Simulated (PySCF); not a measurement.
# GaSiH5 (SMILES [SiH3][GaH2]) at 6 levels

We compute a comparison of 6 runs (HF/3-21G, HF/def2-SVP, B3LYP/6-31G*, r2SCAN/def2-SVP, TPSS/def2-TZVP) of GaSiH5. The job is set up through a Python script.

The results are computed with PySCF 2.14.0.

2 further runs of the same task are left out: 2 that didn't finish.

## 1. The molecule

GaSiH5: 7 atoms, total charge 0, spin state singlet. SMILES: `[SiH3][GaH2]`. The shape comes from GFN2-xTB, which is rough for such elements, and wasn't checked as a minimum.

Bond lengths: Si1–Ga2 2.406 Å, Si1–H3 1.476 Å, Si1–H4 1.477 Å, Si1–H5 1.477 Å, Ga2–H6 1.617 Å, Ga2–H7 1.617 Å. Angles: Si1–Ga2–H6 127.6°, Si1–Ga2–H7 127.0°, Ga2–Si1–H3 112.1°, Ga2–Si1–H4 111.1°, Ga2–Si1–H5 112.6°, H6–Ga2–H7 105.5°, H3–Si1–H4 107.0°, H3–Si1–H5 106.8°, H4–Si1–H5 107.0°.

## 2. Energy and gradient at HF/3-21G (run 1)

Contents of job.py:

```python
import pyscf.grad
from pyscf import gto, scf

mol = gto.M(
    atom='''
Si    -1.489350    -0.886244    -1.059475
Ga     1.834187     1.110535     1.316610
H     -3.720209    -1.440236     0.521527
H     -0.631943    -3.312255    -2.141003
H     -2.378825     0.684553    -3.187080
H      1.560970     3.336028     3.392814
H      4.825189     0.507618     1.156588
''',
    charge=0,
    basis='3-21g',
    unit='bohr',
    verbose=3,
    max_memory=1860,
)

calc0 = scf.RHF(mol)
calc0.conv_tol = 1e-10
calc0.kernel()
if not calc0.converged:
    calc0 = calc0.newton().run(calc0.mo_coeff, calc0.mo_occ)

e_final = calc0.e_tot
print('E = %.10f Eh' % e_final)
grad = calc0.Gradients().kernel()
dip = calc0.dip_moment()
pop, q = calc0.mulliken_pop()
```

Started as:

```console
$ OMP_NUM_THREADS=1 python job.py
```

The program printed:

```text
converged SCF energy = -2204.08316812618
E = -2204.0831681262 Eh
--------------- RHF gradients ---------------
         x                y                z
0 Si     0.0051007988     0.0043558606     0.0037252234
1 Ga    -0.0227461036    -0.0143517719    -0.0159271648
2 H     0.0036689082     0.0007001212    -0.0047741874
3 H    -0.0024772950     0.0046083322     0.0015726811
4 H     0.0000954928    -0.0050765801     0.0039792225
5 H     0.0082818110     0.0048794807     0.0057174438
6 H     0.0080763878     0.0048845574     0.0057067813
----------------------------------------------
Dipole moment(X, Y, Z, Debye): -0.19411, -0.05000, -0.12290
 ** Mulliken pop  **
pop of  0 Si 1s           1.99861
pop of  0 Si 2s           1.97545
pop of  0 Si 3s           0.64939
pop of  0 Si 4s           0.75985
pop of  0 Si 2px          1.95742
pop of  0 Si 2py          1.95739
pop of  0 Si 2pz          1.95740
pop of  0 Si 3px          0.55328
pop of  0 Si 3py          0.54122
pop of  0 Si 3pz          0.54352
pop of  0 Si 4px          0.32229
pop of  0 Si 4py          0.26837
pop of  0 Si 4pz          0.28433
pop of  1 Ga 1s           1.99985
pop of  1 Ga 2s           1.99870
pop of  1 Ga 3s           1.99508
pop of  1 Ga 4s           0.82678
pop of  1 Ga 5s           0.22619
pop of  1 Ga 2px          1.99871
pop of  1 Ga 2py          1.99862
pop of  1 Ga 2pz          1.99860
pop of  1 Ga 3px          1.98743
pop of  1 Ga 3py          1.98499
pop of  1 Ga 3pz          1.98473
pop of  1 Ga 4px          0.57416
pop of  1 Ga 4py          0.30987
pop of  1 Ga 4pz          0.29401
pop of  1 Ga 5px          0.09281
pop of  1 Ga 5py          0.06845
pop of  1 Ga 5pz          0.04525
pop of  1 Ga 3dxy         1.99390
pop of  1 Ga 3dyz         1.98736
pop of  1 Ga 3dz^2        1.99506
pop of  1 Ga 3dxz         1.99436
pop of  1 Ga 3dx2-y2      1.98853
pop of  2 H 1s            0.42273
pop of  2 H 2s            0.73957
pop of  3 H 1s            0.42295
pop of  3 H 2s            0.74126
pop of  4 H 1s            0.42212
pop of  4 H 2s            0.73692
pop of  5 H 1s            0.38592
pop of  5 H 2s            0.81584
pop of  6 H 1s            0.38604
pop of  6 H 2s            0.81469
 ** Mulliken atomic charges  **
charge of    0Si =      0.23146
charge of    1Ga =      0.65657
charge of    2H =     -0.16231
charge of    3H =     -0.16421
charge of    4H =     -0.15904
charge of    5H =     -0.20175
charge of    6H =     -0.20073
```

Wall time 1.6 s (1 thread of Intel Xeon at 2.70GHz, shared host); peak memory 0.12 GiB.

## 3. Energy and forces at HF/def2-SVP (run 2)

Contents of input.py:

```python
# [SiH3][GaH2]
from pyscf import gto, scf

system = gto.M(
    atom='''
Si  -0.788130  -0.468980  -0.560650
Ga   0.970610   0.587670   0.696720
H   -1.968650  -0.762140   0.275980
H   -0.334410  -1.752770  -1.132970
H   -1.258820   0.362250  -1.686530
H    0.826030   1.765350   1.795400
H    2.553380   0.268620   0.612040
''',
    basis='def2-svp',
    max_memory=1860,
    verbose=3,
)

calc0 = scf.RHF(system)
calc0.conv_tol = 1e-10
calc0.kernel()
if not calc0.converged:
    calc0 = calc0.newton().run(calc0.mo_coeff, calc0.mo_occ)

etot = calc0.e_tot
print('E = %.10f Eh' % etot)
grad = calc0.nuc_grad_method().kernel()
dip = calc0.dip_moment()
pop, q = calc0.mulliken_pop()
```

Started as:

```console
$ OMP_NUM_THREADS=1 python input.py
```

The program printed:

```text
converged SCF energy = -2214.72169388731
[... 11 lines left out ...]
Dipole moment(X, Y, Z, Debye): -0.35851, -0.18310, -0.23890
[... 83 lines left out ...]
charge of    6H =     -0.18515
```

Run time: 5.4 s. Hardware: 1 thread of Intel Xeon at 2.70GHz, shared host; peak memory 0.15 GiB.

Runs 3 to 5 aren't shown in full; the table further down has their settings and results.

## 4. Energy and gradient at TPSS/def2-TZVP (run 6)

Contents of geometry.xyz:

```xyz
7

Si    -0.788130    -0.468980    -0.560650
Ga     0.970610     0.587670     0.696720
H     -1.968650    -0.762140     0.275980
H     -0.334410    -1.752770    -1.132970
H     -1.258820     0.362250    -1.686530
H      0.826030     1.765350     1.795400
H      2.553380     0.268620     0.612040
```

Contents of calc.py:

```python
from pyscf import gto, dft

mol = gto.M(
    atom='geometry.xyz',
    max_memory=1860,
    spin=0,
    verbose=4,
    basis='def2-tzvp',
)

mf = dft.RKS(mol)
mf.xc = 'tpss'
mf.grids.level = 5
mf.conv_tol = 1e-10
mf.kernel()
if not mf.converged:
    mf = mf.newton().run(mf.mo_coeff, mf.mo_occ)

energy = mf.e_tot
print('E = %.10f Eh' % energy)
grad = mf.nuc_grad_method().kernel()
mf.analyze()
```

Started as:

```console
$ OMP_NUM_THREADS=1 python calc.py
```

The program printed:

```text
PySCF version 2.14.0

[... 93 lines left out ...]
Total Energy =                       -2217.354225510547167
[... 16 lines left out ...]
MO #10  energy= -3.62199490090387  occ= 2
[... 14 lines left out ...]
MO #25  energy= -0.257609936511024 occ= 2
[... 14 lines left out ...]
MO #40  energy= 0.197764268819107  occ= 0
[... 14 lines left out ...]
MO #55  energy= 0.589012511497266  occ= 0
[... 14 lines left out ...]
MO #70  energy= 1.03687248566415   occ= 0
[... 14 lines left out ...]
MO #85  energy= 1.84276260343813   occ= 0
[... 14 lines left out ...]
MO #100 energy= 2.39190332285199   occ= 0
[... 14 lines left out ...]
MO #115 energy= 10.4775126536517   occ= 0
[... 125 lines left out ...]
Dipole moment(X, Y, Z, Debye): -0.42662, -0.22634, -0.29307
```

It took 55 s on 1 thread of Intel Xeon at 2.70GHz, shared host; peak memory 1.2 GiB.

## 5. All runs side by side

| run | level | integration grid | Cartesian functions | energy (Eh) | dipole moment (D) | HOMO energy (eV) | LUMO energy (eV) | wall time |
| --- | --- | --- | --- | --- | --- | --- | --- | --- |
| 1 | HF/3-21G | – | no | -2204.083168 | 0.24 | -10.43 | 0.57 | 1.6 s |
| 2 | HF/def2-SVP | – | no | -2214.721694 | 0.47 | -10.51 | 0.63 | 5.4 s |
| 3 | B3LYP/6-31G* (spherical functions) | 5 | no | -2217.094380 | 0.56 | -7.70 | -2.35 | 20 s |
| 4 | B3LYP/6-31G* (Cartesian functions) | 5 | yes | -2217.100710 | 0.56 | -7.69 | -2.34 | 20 s |
| 5 | r2SCAN/def2-SVP | 5 | no | -2216.938720 | 0.47 | -7.16 | -2.74 | 27 s |
| 6 | TPSS/def2-TZVP | 5 | no | -2217.354226 | 0.56 | -7.01 | -2.82 | 55 s |

## 6. Results

```
                       quantity           value
            run 6: total energy  -2217.35423 Eh
           run 6: dipole moment          0.56 D
             run 6: HOMO energy        -7.01 eV
             run 6: LUMO energy        -2.82 eV
           run 6: HOMO–LUMO gap         4.19 eV
run 6: largest force on an atom      1.111 eV/Å
```

The dipole moment (its size) runs from 0.24 D (HF/3-21G) to 0.56 D (TPSS/def2-TZVP). The two ends differ in method and basis. The HOMO–LUMO gap runs from 4.19 eV (TPSS/def2-TZVP) to 11.14 eV (HF/def2-SVP). Totals of different functionals can't be ranked against each other. All runs together took 2.2 min, the longest 55 s.
